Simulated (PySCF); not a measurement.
# CH5FGe: the cost of one run

Computed with PySCF 2.14.0, with density-fitted response routines of our own, on a single molecule in the gas phase. Atoms count from 0, in the outputs and in this text.

## 1. Starting geometry

8 atoms, charge 0, multiplicity 1; geometry from: PBE0-D3(BJ)/def2-SVP.

Bonds of the start (Å): F0–C1 1.38, C1–Ge2 1.97, C1–H3 1.10, C1–H4 1.10, Ge2–H5 1.54, Ge2–H6 1.54, Ge2–H7 1.54.

## 2. Ultraviolet spectrum: B3LYP/def2-SVPD

What the job is given:

```
{"job": {"kind": "uv", "xc": "B3LYP", "basis": "def2-SVPD", "ip": true}, "charge": 0, "multiplicity": 1}
F     -1.339825     1.088085     0.993695
C     -0.862623     0.138257     0.120161
Ge     1.107828     0.197837     0.096606
H     -1.212170    -0.858075     0.440600
H     -1.270967     0.331699    -0.886489
H      1.638778    -0.876989    -0.870760
H      1.572426     1.588118    -0.366261
H      1.635144    -0.073345     1.515013
```

Level: TDDFT B3LYP/def2-SVPD, vertical, gas phase, core orbitals frozen in the response.

On the command line:

```console
OMP_NUM_THREADS=1 python probes_run.py task.json out
```

The driver reads the jobs from task.json and runs them one after another.

**Question.** How long does this first job take on 1 thread of Arm Neoverse V1, shared host, and how much memory does it need?

About 37 s, with a peak of 0.54 GiB.
